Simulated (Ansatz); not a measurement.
Predict the output of the script below (the Ansatz DFT code, driven from Python).

Script `methods_c2h6osi.py`:
```python
"""C2H6OSi at several levels of theory."""

from pathlib import Path

import ansatz as az
import numpy as np

GEOMETRY = """
C     0.20220    1.12680   -0.27070
C    -0.62040    0.11240    0.49770
Si    0.34590   -1.35450    1.05240
O     1.10980   -2.20320   -0.19880
H     0.58680    0.74890   -1.21760
H    -0.51410    2.00770   -0.56810
H     0.99700    1.59620    0.31760
H    -1.02930    0.60800    1.37040
H    -1.44290   -0.22480   -0.07960
H     0.44800   -2.46860   -0.90040
"""

mol = az.Crystal.molecule()
for line in GEOMETRY.strip().splitlines():
    symbol, *xyz = line.split()
    mol = mol.atom(symbol, [float(v) for v in xyz])

model = mol.calculation().basis(gaussian="def2-SVP")

print("functional    E (Ha)        dipole (D)   HOMO (eV)  LUMO (eV)")
for name in ["r2scan", "r2scan0", "blyp", "hse06"]:
    data = model.functional(name).forces().orbitals().run(threads=1, runs_dir="runs").report
    lines = Path(data["orbitals_path"]).read_text().splitlines()
    field_of = lambda key: [line.split("=")[1].strip() for line in lines if line.startswith(key)]
    orbitals = [(27.211386 * float(e), s, float(n)) for e, s, n in zip(field_of("Ene="), field_of("Spin="), field_of("Occup="))]
    homo = max(e for e, _, n in orbitals if n > 0.5)
    lumo = min(e for e, _, n in orbitals if n < 0.5)
    dipole = 4.803205 * np.linalg.norm(data["charge_distribution"]["dipole_moment_e_ang"])
    print(f"{name:10s} {data['free_energy_ev'] / 27.211386246:14.6f} {dipole:9.3f} {homo:11.3f} {lumo:10.3f}")
```

Running `python methods_c2h6osi.py` prints:
```text
functional    E (Ha)        dipole (D)   HOMO (eV)  LUMO (eV)
r2scan        -444.180951     3.077      -4.654     -2.504
r2scan0       -444.159995     3.090      -5.658     -1.711
blyp          -444.233139     2.813      -4.313     -2.396
hse06         -443.985637     3.028      -5.139     -2.135
```

Caveats:
- Total energies depend on the basis set; only differences at equal settings carry meaning.
- The geometry is a force-field or estimated start, not a minimum of this method, and the basis set is short of its limit. A lower total doesn't mark the better method: functionals have no common bound, and MP2 and coupled cluster aren't variational.
- Levels such as HOMO and LUMO are orbital energies: with these approximate functionals they aren't the ionisation energy and electron affinity, and their gap isn't the fundamental gap.
- hse06 follows the composition of plane-wave codes, whose totals differ by tens of mHa, up to about 0.1 Ha, from the form usual in Gaussian-basis programs (wpbeh).
- It ran for 18 s on 1 thread of Arm Neoverse V1, with other jobs on the host, peak memory 0.26 GiB.
